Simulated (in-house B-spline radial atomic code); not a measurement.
**In⁴⁺: Hartree-Fock with and without relativity**

Aim: what relativity does to the energy, levels and radii of In⁴⁺.

Method: Hartree-Fock averaged over the configuration, non-relativistic (point nucleus) and Dirac-Coulomb (finite nucleus); spherical all-electron atom at the radial basis limit. Code: in-house B-spline radial atomic code version 1.

### Step 1. Starting point

```
element       : indium (Z = 49)
charge        : +4
electrons     : 45
configuration : [Kr] 4d9
nucleus       : point (non-relativistic run); Fermi, rms radius 4.616 fm (Dirac runs)
```

Outer shells as boxes (Hund's rule):

[Kr] 4d9
```
[Kr] core
4d [↑↓][↑↓][↑↓][↑↓][↑ ]
```

The boxes draw the filling by Hund's rule, which heavy ions in jj coupling don't follow; these runs average over all states of the configuration.

### Step 2. Non-relativistic run

Settings, as recorded:

```ini
Z = 49
electrons = 45.0
configuration = [Kr] 4d9
hamiltonian = nr
method = hf
spin_polarised = False
```

### Step 3. Dirac-Coulomb run

Settings, as recorded:

```ini
Z = 49
electrons = 45.0
configuration = [Kr] 4d9
hamiltonian = dirac
method = hf
spin_polarised = False
nucleus = fermi
rms_radius = 4.6156
mass_number = 115
atomic_mass = 114.903878772
speed_of_light = 137.035999084
```

### Step 4. Dirac-Coulomb run in the lowest jj configuration, 1s2 2s2 2p6 3s2 3p6 3d10 4s2 4p6 4d-4 4d+5

In configurations, a minus sign after the shell means j = l − 1/2 and a plus sign j = l + 1/2; the count of electrons follows.

Settings: those of step 3 with these lines changed.

```diff
@@ -2,3 +2,3 @@
 electrons = 45.0
-configuration = [Kr] 4d9
+configuration = 1s2 2s2 2p6 3s2 3p6 3d10 4s2 4p6 4d-4 4d+5
 hamiltonian = dirac
```

How much does each shell's level and mean radius change with the Dirac Hamiltonian, and the total energy?

**Answer**, as computed:

Levels and radii; the Dirac values are averaged over j with the occupations as weights.

| shell | ε non-rel. (eV) | ε Dirac (eV) | <r> non-rel. (bohr) | <r> Dirac (bohr) | change of <r> (%) |
| --- | --- | --- | --- | --- | --- |
| 1s | -27200.5 | -28152.5 | 0.03105 | 0.02971 | -4.32 |
| 2s | -4114.10 | -4346.94 | 0.1341 | 0.1279 | -4.62 |
| 2p | -3835.96 | -3903.59 | 0.1147 | 0.1120 | -2.31 |
| 3s | -854.62 | -903.57 | 0.3595 | 0.3464 | -3.62 |
| 3p | -739.05 | -754.19 | 0.3513 | 0.3452 | -1.72 |
| 3d | -527.23 | -520.88 | 0.3235 | 0.3235 | +0.01 |
| 4s | -182.26 | -191.97 | 0.8764 | 0.8487 | -3.15 |
| 4p | -141.99 | -144.68 | 0.9281 | 0.9156 | -1.35 |
| 4d | -75.210 | -74.306 | 1.098 | 1.105 | +0.61 |

The total energy moves by -140.23 hartree, or -2.4 %, between the two Hamiltonians (nuclear size included). The first-order mass-velocity and Darwin terms of the non-relativistic run add up to -129.11 hartree, 92 % of it. Averaged over j, the 2s shell contracts most (-4.62 %), while 4d expands by 0.61 %, being screened better by the contracted inner s and p shells. Spin-orbit coupling splits the 4d level by 1.003 eV and the 2p level by 211.85 eV. The lowest jj configuration lies 0.358 eV below the average over the whole configuration. Breit terms add 4.09 hartree and QED terms 2.72 hartree.
